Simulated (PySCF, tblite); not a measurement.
# C₄H₆GeN₂O: geometry, infrared bands and NMR shifts

Wanted: the infrared bands and NMR shifts of C₄H₆GeN₂O (`N#C/C=C/[N]([GeH3])C=O`), by calculation.

The runs use tblite 0.8.0 and PySCF 2.14.0, with density-fitted response routines of our own; the level of theory stands in each step. All values are computed, except where a source is named. Atoms are numbered from 0 throughout.

## 1. The starting structure

14 atoms, charge 0, multiplicity 1; geometry from: force field or distance geometry start.

Bonds of the start (Å): N0–C1 1.17, C1–C2 1.43, C2–C3 1.36, C3–N4 1.45, N4–Ge5 1.87, N4–C6 1.44, C6–O7 1.26, C2–H8 1.08, C3–H9 1.07, Ge5–H10 1.55, Ge5–H11 1.55, Ge5–H12 1.55, C6–H13 1.08.

## 2. Geometry optimisation with GFN2-xTB

What the job is given:

```
{"job": {"kind": "relax", "xc": "GFN2-xTB", "basis": "xTB"}, "charge": 0, "multiplicity": 1}
N      3.879000    -1.441200    -0.850100
C      2.810200    -1.153000    -0.475800
C      1.512500    -0.812500     0.013900
C      0.753600     0.084400    -0.663900
N     -0.570100     0.469000    -0.224500
Ge    -1.394100    -0.222300     1.306500
C     -1.317700     1.430500    -0.998000
O     -0.836800     1.946300    -2.037500
H      1.160500    -1.289200     0.915700
H      1.162100     0.516800    -1.552500
H     -1.523800    -1.761800     1.172800
H     -0.526300     0.113800     2.550600
H     -2.804100     0.399500     1.497000
H     -2.305700     1.719200    -0.676400
```

On the command line:

```sh
$ OMP_NUM_THREADS=1 python probes_run.py task.json out
```

This one command runs all jobs of the session in turn.

**Question.** This job is followed by: GFN2-xTB harmonic vibrations, gas phase; GIAO PBE0/pcSseg-1 NMR shielding, non-relativistic, gas phase. What will the session give for the following? strongest single infrared mode (GFN2-xTB); zero-point energy (GFN2-xTB); ¹³C shifts against TMS (PBE0/pcSseg-1); ¹H shifts against TMS (PBE0/pcSseg-1, means over atoms taken as alike); ¹⁵N shifts against NH3 (PBE0/pcSseg-1); ⁷³Ge shifts against GeMe4 (PBE0/pcSseg-1); ¹⁷O shifts against H2O (PBE0/pcSseg-1).

The runs gave:

```
                                                              quantity                          value
                             strongest single infrared mode (GFN2-xTB)          1767 cm⁻¹, 671 km/mol
                                          zero-point energy (GFN2-xTB)                  54.6 kcal/mol
                                ¹³C shifts against TMS (PBE0/pcSseg-1)  164.3, 153.2, 121.7, 85.7 ppm
¹H shifts against TMS (PBE0/pcSseg-1, means over atoms taken as alike)     8.53, 8.15, 4.72, 4.66 ppm
                                ¹⁵N shifts against NH3 (PBE0/pcSseg-1)               318.6, 164.3 ppm
                             ⁷³Ge shifts against GeMe4 (PBE0/pcSseg-1)                       -153 ppm
                                ¹⁷O shifts against H2O (PBE0/pcSseg-1)                      470.2 ppm
```

**Reading.** The optimisation took 42 steps and gained 0.564 eV; among the close pairs (by a distance rule), N4–C6 changed most, from 1.443 to 1.371 Å. No mode is imaginary among the 36: a minimum at this level. The strongest single mode, at 1767 cm⁻¹, moves mainly C6 and O7. GFN2-xTB is a fitted tight-binding method: band positions and strengths are rough. Its intensities can rank the bands wrongly. C6 (amide carbonyl carbon) lies farthest downfield among carbon, at 164.3 ppm; it is a carbonyl in resonance with an O or N lone pair, the region of acids, esters and amides. At PBE0/pcSseg-1: The largest span, 790 ppm, is at O7, where the paramagnetic term is -535 ppm. Spin-orbit coupling is left out, which matters for shieldings and couplings at and beside the heavy atoms.
